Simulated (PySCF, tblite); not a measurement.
# C₇H₁₀BNOS: excited states

Wanted: excited states for C₇H₁₀BNOS (`CSN1C=CC=CB1C(C)=O`).

Programs: tblite 0.8.0 and PySCF 2.14.0, with routines of our own; each step states its level. All values are computed. Atoms count from 0.

## (1) The system as given

21 atoms, charge 0, multiplicity 1; geometry from: force field or distance geometry start.

## (2) Geometry optimisation with GFN2-xTB

What the job is given:

```
{"job": {"kind": "relax", "xc": "GFN2-xTB", "basis": "xTB"}, "charge": 0, "multiplicity": 1}
C     -2.409600     1.809800    -0.115800
S     -1.523800     1.337800    -1.631200
N     -0.786000    -0.094200    -0.853500
C     -1.502600    -1.334400    -0.932700
C     -1.011900    -2.465200    -0.366900
C      0.286500    -2.489400     0.329600
C      1.057000    -1.396800     0.457000
B      0.575600    -0.036700    -0.147100
C      1.449300     1.269800    -0.026800
C      2.754500     1.250200     0.698000
O      1.052800     2.316800    -0.524600
H     -1.704600     2.001800     0.711400
H     -3.001800     2.739000    -0.304700
H     -3.113900     1.003000     0.178300
H     -2.462700    -1.375200    -1.426400
H     -1.582700    -3.380200    -0.435300
H      0.633400    -3.421300     0.759400
H      2.000300    -1.469000     0.983000
H      2.603900     0.943700     1.754200
H      3.230700     2.261200     0.693900
H      3.446700     0.546000     0.199800
```

Command:

```bash
$ OMP_NUM_THREADS=1 python excited_run.py task.json out
```

This one command runs all jobs of the session in turn.

The program printed:

```text
step      E/eV     max force
  0    -857.33409    2.724
  1    -857.67592    1.262
  2    -857.78991    1.088
  3    -857.85439    0.791
  4    -857.90489    0.623
  5    -857.92490    0.295
  6    -857.94305    0.327
  7    -857.95865    0.247
  8    -857.96787    0.230
  9    -857.97463    0.161
 10    -857.97955    0.173
 11    -857.98296    0.129
 12    -857.98559    0.103
 13    -857.98777    0.112
 14    -857.98934    0.114
 15    -857.99041    0.097
 16    -857.99136    0.081
 17    -857.99236    0.074
 18    -857.99321    0.060
 19    -857.99382    0.066
 20    -857.99434    0.065
 21    -857.99497    0.061
 22    -857.99576    0.070
 23    -857.99661    0.061
 24    -857.99746    0.072
 25    -857.99839    0.087
 26    -857.99963    0.085
 27    -858.00139    0.120
 28    -858.00387    0.136
 29    -858.00736    0.167
 30    -858.01221    0.241
 31    -858.01850    0.260
 32    -858.02523    0.184
 33    -858.03069    0.142
 34    -858.03281    0.379
 35    -858.03511    0.349
 36    -858.03787    0.116
 37    -858.03963    0.070
 38    -858.04104    0.081
 39    -858.04225    0.087
 40    -858.04351    0.092
 41    -858.04461    0.072
 42    -858.04544    0.047
 43    -858.04593    0.055
 44    -858.04624    0.045
 45    -858.04652    0.038
 46    -858.04687    0.042
 47    -858.04740    0.062
 48    -858.04824    0.082
 49    -858.04949    0.091
 50    -858.05100    0.107
 51    -858.05242    0.096
 52    -858.05356    0.071
 53    -858.05453    0.080
 54    -858.05542    0.062
 55    -858.05608    0.051
 56    -858.05652    0.051
 57    -858.05682    0.045
 58    -858.05709    0.037
 59    -858.05736    0.037
 60    -858.05765    0.044
 61    -858.05797    0.052
 62    -858.05831    0.060
 63    -858.05874    0.053
 64    -858.05927    0.047
 65    -858.05977    0.054
 66    -858.06026    0.049
 67    -858.06069    0.048
 68    -858.06105    0.038
 69    -858.06136    0.039
 70    -858.06167    0.036
 71    -858.06200    0.044
 72    -858.06237    0.043
 73    -858.06279    0.047
 74    -858.06322    0.047
 75    -858.06358    0.041
 76    -858.06390    0.042
 77    -858.06430    0.044
 78    -858.06478    0.056
 79    -858.06533    0.054
 80    -858.06586    0.059
 81    -858.06648    0.073
 82    -858.06718    0.072
 83    -858.06832    0.074
 84    -858.06954    0.086
 85    -858.07062    0.073
 86    -858.07142    0.163
 87    -858.07263    0.075
 88    -858.07398    0.068
 89    -858.07611    0.308
 90    -858.07732    0.095
 91    -858.07817    0.063
 92    -858.07904    0.076
 93    -858.07956    0.080
 94    -858.08084    0.097
 95    -858.08149    0.089
 96    -858.08239    0.065
 97    -858.08313    0.101
 98    -858.08396    0.073
 99    -858.08463    0.097
100    -858.08541    0.062
101    -858.08660    0.108
102    -858.08764    0.124
103    -858.08895    0.107
104    -858.09000    0.072
105    -858.09088    0.156
106    -858.09200    0.092
107    -858.09312    0.112
108    -858.09486    0.114
109    -858.09603    0.096
110    -858.09760    0.135
111    -858.09930    0.129
112    -858.10043    0.163
113    -858.10161    0.073
114    -858.10251    0.110
115    -858.10334    0.087
116    -858.10477    0.068
117    -858.10572    0.084
118    -858.10681    0.085
119    -858.10760    0.086
120    -858.10850    0.066
121    -858.10938    0.056
122    -858.10998    0.050
123    -858.11052    0.058
124    -858.11096    0.050
125    -858.11132    0.034
126    -858.11153    0.030
127    -858.11163    0.019
128    -858.11170    0.022
129    -858.11177    0.020
130    -858.11188    0.024
131    -858.11201    0.031
132    -858.11222    0.036
133    -858.11249    0.058
134    -858.11286    0.068
135    -858.11330    0.068
136    -858.11379    0.052
137    -858.11433    0.054
138    -858.11486    0.054
139    -858.11535    0.057
140    -858.11581    0.066
141    -858.11624    0.048
142    -858.11649    0.063
143    -858.11688    0.060
144    -858.11713    0.038
145    -858.11734    0.026
146    -858.11745    0.021
147    -858.11753    0.016
148    -858.11758    0.021
149    -858.11763    0.016
150    -858.11766    0.018
151    -858.11770    0.012
152    -858.11773    0.013
153    -858.11777    0.012
154    -858.11780    0.012
155    -858.11783    0.016
156    -858.11786    0.019
157    -858.11791    0.019
158    -858.11795    0.021
159    -858.11800    0.021
160    -858.11804    0.015
161    -858.11808    0.013
162    -858.11812    0.012
163    -858.11816    0.013
164    -858.11819    0.010
```

It took 1.9 s on 1 thread of Arm Neoverse V1, shared host; peak memory 0.18 GiB.

Relaxation path: (not every step is listed)

```
step  energy from step 0 (eV)  largest force (eV/Å)
   0                   0.0000                2.7240
   1                  -0.3418                1.2619
   2                  -0.4558                1.0884
   3                  -0.5203                0.7911
   4                  -0.5708                0.6233
   5                  -0.5908                0.2951
   6                  -0.6090                0.3266
   7                  -0.6246                0.2469
   8                  -0.6338                0.2302
  23                  -0.6625                0.0614
  38                  -0.7070                0.0809
  53                  -0.7204                0.0804
  68                  -0.7270                0.0380
  83                  -0.7342                0.0736
  98                  -0.7499                0.0729
 113                  -0.7675                0.0727
 128                  -0.7776                0.0219
 143                  -0.7828                0.0602
 158                  -0.7839                0.0205
 159                  -0.7839                0.0205
 160                  -0.7840                0.0145
 161                  -0.7840                0.0127
 162                  -0.7840                0.0119
 163                  -0.7841                0.0126
 164                  -0.7841                0.0097
```

Distances of close pairs at the start and the end, largest changes first:

```
  bond  before (Å)  after (Å)  change (Å)
 N2–B7       1.535      1.421      -0.114
 N2–C3       1.435      1.356      -0.078
 C4–C5       1.474      1.412      -0.062
 C6–B7       1.564      1.513      -0.052
 S1–N2       1.789      1.742      -0.047
C0–H12       1.118      1.085      -0.033
C9–H19       1.118      1.087      -0.030
C0–H13       1.111      1.086      -0.024
```

The next job starts from the end point, and lists it.

## (3) Vibrational analysis with GFN2-xTB

What the job is given:

```
{"job": {"kind": "ir", "xc": "GFN2-xTB", "basis": "xTB"}, "charge": 0, "multiplicity": 1}
C     -2.120491     1.955236    -0.261696
S     -1.069574     1.192585    -1.526865
N     -0.561377    -0.234420    -0.667567
C     -1.166302    -1.393740    -1.027591
C     -0.847002    -2.578455    -0.444998
C      0.135613    -2.640772     0.566733
C      0.788328    -1.515492     0.976466
B      0.446853    -0.189846     0.333214
C      1.123561     1.213517     0.688252
C      2.497692     1.429667     0.088328
O      0.607150     2.068483     1.384064
H     -1.521475     2.157554     0.621517
H     -2.482544     2.883221    -0.692400
H     -2.952326     1.294766    -0.034539
H     -1.911863    -1.322683    -1.807438
H     -1.353403    -3.476604    -0.761002
H      0.356290    -3.607599     1.000356
H      1.533891    -1.615396     1.754227
H      3.170602     0.659281     0.459063
H      2.884079     2.413356     0.344379
H      2.433379     1.324281    -0.992975
```

The program printed:

```text
mode    cm-1     km/mol
  1      32.8      4.63
  2      75.0      2.03
  3      82.3      1.50
  4     100.5      1.39
  5     117.6      2.16
  6     126.3      6.07
  7     169.3      0.16
  8     204.4      2.48
  9     251.5      0.78
 10     280.1      0.58
 11     318.9      3.96
 12     393.9      2.53
 13     404.9      3.80
 14     483.3      0.64
 15     536.8      2.22
 16     546.1     14.20
 17     626.9      3.41
 18     651.1     24.39
 19     700.7      6.52
 20     722.9     16.89
 21     756.8     29.60
 22     860.6      1.12
 23     893.5      0.01
 24     935.3      7.95
 25     946.4     20.76
 26     951.6      0.24
 27     953.7     26.31
 28     956.5      4.98
 29     958.5      6.51
 30    1044.5     66.52
 31    1069.0     14.43
 32    1130.8     38.82
 33    1174.5      2.25
 34    1187.2     20.45
 35    1206.1     12.56
 36    1293.7      4.61
 37    1312.2      0.95
 38    1356.3     24.72
 39    1358.8     28.96
 40    1406.9     26.53
 41    1435.3     10.14
 42    1435.9      4.40
 43    1452.8     12.30
 44    1456.2      7.90
 45    1501.6     55.87
 46    1605.6     51.98
 47    1715.2    216.93
 48    3020.7     13.27
 49    3026.4      9.08
 50    3027.3      3.77
 51    3038.7      2.31
 52    3041.4     29.17
 53    3049.5     24.11
 54    3061.3      3.60
 55    3065.4     68.36
 56    3069.5     11.53
 57    3103.4     34.49
```

Wall time 1.1 s (1 thread of Arm Neoverse V1, shared host); peak memory 0.18 GiB.

The strongest bands and the atoms that carry them (share of the mass-weighted mode):

```
cm⁻¹  km/mol                                   atoms
 757    29.6  H15 29 %, H16 17 %, H17 16 %, H14 14 %
1044    66.5     B7 22 %, C5 13 %, C3 12 %, H19 12 %
1131    38.8     H15 28 %, N2 14 %, B7 10 %, C8 10 %
1502    55.9               C5 37 %, C4 32 %, C6 10 %
1606    52.0      C3 31 %, C4 24 %, C5 18 %, C6 18 %
1715   216.9                       C8 60 %, O10 38 %
3065    68.4                      H17 70 %, H16 21 %
3103    34.5                                H15 88 %
```

## (4) Excited states: TDA BHandHLYP/def2-SVP

Settings changed since step 3:

```diff
@@ -1,2 +1,2 @@
-{"job": {"kind": "ir", "xc": "GFN2-xTB", "basis": "xTB"}, "charge": 0, "multiplicity": 1}
+{"job": {"kind": "states", "xc": "BHandHLYP", "basis": "def2-SVP", "tda": true, "soc": true, "nstates": 6, "ntriplets": 6, "nquad": 4}, "charge": 0, "multiplicity": 1}
 C     -2.120491     1.955236    -0.261696
```

Method: TDA BHandHLYP/def2-SVP excited states, vertical, gas phase, spin-orbit mean-field couplings.

The program printed:

```text
coarse grid: 18664 points
cycle   1  E = -824.8709055624  dE =  2.067e+00  |g| = 7.981e-01  |ddm| = 5.067e+00
cycle   2  E = -824.7381194052  dE =  1.328e-01  |g| = 1.197e+00  |ddm| = 1.959e+00
cycle   3  E = -825.0214331382  dE = -2.833e-01  |g| = 1.032e-01  |ddm| = 1.277e+00
cycle   4  E = -825.0233392968  dE = -1.906e-03  |g| = 6.519e-02  |ddm| = 1.791e-01
cycle   5  E = -825.0244475213  dE = -1.108e-03  |g| = 1.482e-02  |ddm| = 8.299e-02
cycle   6  E = -825.0245077813  dE = -6.026e-05  |g| = 4.168e-03  |ddm| = 1.973e-02
cycle   7  E = -825.0245133438  dE = -5.563e-06  |g| = 1.728e-03  |ddm| = 7.882e-03
final grid: 177336 points
cycle   8  E = -825.1027665556  dE = -2.709e-05  |g| = 4.104e-03  |ddm| = 2.553e-02
cycle   9  E = -825.1027658200  dE =  7.356e-07  |g| = 4.801e-03  |ddm| = 8.145e-03
cycle  10  E = -825.1027708134  dE = -4.993e-06  |g| = 6.805e-04  |ddm| = 4.330e-03
cycle  11  E = -825.1027709229  dE = -1.096e-07  |g| = 2.282e-04  |ddm| = 8.238e-04
cycle  12  E = -825.1027709371  dE = -1.414e-08  |g| = 8.223e-05  |ddm| = 3.644e-04
cycle  13  E = -825.1027709390  dE = -1.977e-09  |g| = 2.518e-05  |ddm| = 1.126e-04
cycle  14  E = -825.1027709393  dE = -2.317e-10  |g| = 1.266e-05  |ddm| = 4.847e-05
converged SCF energy = -825.1027709393

Singlet excitations
state   eV       nm        f     d(h-e)  d(exc)  Lambda  PR(NTO)  |dmu|/D   mu/D   main configurations
  1   4.0748   304.3   0.00009   0.427   2.063   0.538   1.015    0.960    1.876   H-1->L+1 0.63, H-1->L+3 0.15, H-2->L+1 0.09
  2   5.4226   228.6   0.19808   0.462   2.855   0.730   1.306    1.344    3.436   H->L 0.79
  3   5.5239   224.5   0.01385   0.592   2.739   0.481   1.537    1.831    2.126   H-1->L 0.23, H-2->L+2 0.15, H-2->L+3 0.12
  4   5.6858   218.1   0.00044   2.007   3.492   0.364   1.547    6.143    3.930   H-1->L 0.62
  5   6.0132   206.2   0.03163   1.748   3.555   0.424   1.463                     H-2->L 0.74, H->L+1 0.11
  6   6.2082   199.7   0.03733   1.501   3.563   0.527   1.449                     H->L+1 0.70

Triplet excitations (Tamm-Dancoff)
state   eV     d(h-e)  d(exc)  Lambda  PR(NTO)   main configurations
  1   3.3680   0.200   2.357   0.690   1.833   H->L 0.59, H-1->L+1 0.19
  2   3.3924   0.299   2.176   0.601   1.790   H-1->L+1 0.42, H->L 0.25, H-1->L+3 0.11
  3   4.6360   0.235   2.176   0.526   1.016   H-2->L+2 0.25, H-2->L+3 0.22, H-2->L+1 0.17
  4   4.7725   0.349   2.639   0.649   1.100   H->L+2 0.45, H->L+1 0.27, H->L+3 0.12
  5   5.0135   0.343   2.627   0.665   1.123   H-3->L 0.68, H-2->L 0.12
  6   5.4695   2.216   3.531   0.326   1.088   H-1->L 0.76
S1 - T1 = 0.7068 eV

Spin-orbit couplings |<S|Hso|T>| (cm-1)
             T1       T2       T3       T4       T5       T6
S0       29.140   43.211  184.746    6.640   16.412   21.929
S1        0.337    0.373    4.774    0.994    1.325    3.350
S2        1.062    1.238   10.466    1.400    6.432    9.098
S3        2.701    3.865   12.184    2.949   12.328   10.807
S4        2.640    2.982    5.523    1.520    6.602    4.609
S5        6.460    3.658   12.356    4.990   19.334   15.635
S6        3.525    3.181   10.825    4.117    9.553    4.539
T1 sublevels (cm-1): 0.000 0.000 0.032   radiative rates (1/s): 0.726 0.2 28.2
```

It took 78 s on 1 thread of Arm Neoverse V1, shared host; peak memory 0.98 GiB.

Key values:

```csv
quantity,value
S1 less T1,0.71 eV
```

Orbitals, density, ELF and potential are computed afterwards from the orbital file.

Frontier orbitals at BHandHLYP/def2-SVP, with the share of their density that lies nearest to each atom:

| orbital | energy (eV) | lies on |
| --- | --- | --- |
| HOMO | -7.51 | C4, C6 about 22 % each; C3 17 %; B7 14 % |
| LUMO | 0.03 | C5 21 %; C3, C6 about 16 % each; N2 12 % |

ELF in a plane through or near 7 of the atoms.

Ten even steps from '0' (0.00) to '9' (1.00):
```
0000000000000000000000000000
0000000000000000000000000000
0000000000000000000000000000
0000000004882000000000000000
0000001028998000000000000000
0000079759997000211000000000
0000499975460014554321000000
0000299963640157556531000000
0000012126644234225750000000
0000000002233465005666641000
0000000000001643658239998000
0000000003674745625749997000
0000000003773553466302650000
0000000001586630288400000000
0000000366544320023100000000
0000000799830000000000000000
0000000499710000000000000000
0000000002100000000000000000
0000000000000000000000000000
0000000000000000000000000000
```
The map spans 12.7 Å across and 11.8 Å up, centred on the molecule. Atoms in the plane (x, y in Å): N2 (0.4, -0.6), C3 (1.7, -1.0), C4 (2.7, -0.2), C9 (-2.1, 1.9), H15 (3.8, -0.5), H18 (-1.5, 2.8), H19 (-3.1, 2.1).

On the surface of density 0.002 e/bohr³ the electrostatic potential runs, from the 1st to the 99th percentile, from -1.84 V near O10 to 1.05 V near H14.

## (5) Results

| quantity | value |
| --- | --- |
| strongest single infrared mode (GFN2-xTB) | 1715 cm⁻¹, 217 km/mol |
| zero-point energy (GFN2-xTB) | 99.6 kcal/mol |
| S1 less T1 (step 4, TDA BHandHLYP/def2-SVP) | 0.71 eV |
| potential on the surface of density 0.002 e/bohr³, 1st and 99th percentile | -1.84 V and 1.05 V |

In words: All 57 modes are real, so the xTB geometry is a minimum. The strongest single mode, at 1715 cm⁻¹, moves mainly C8 and O10. GFN2-xTB is a fitted tight-binding method: band positions and strengths are rough. Its intensities can rank the bands wrongly. In step 4, the number of triplets below S1 is 2, and the largest singlet-triplet spin-orbit coupling is S0–T3, 184.75 cm⁻¹.
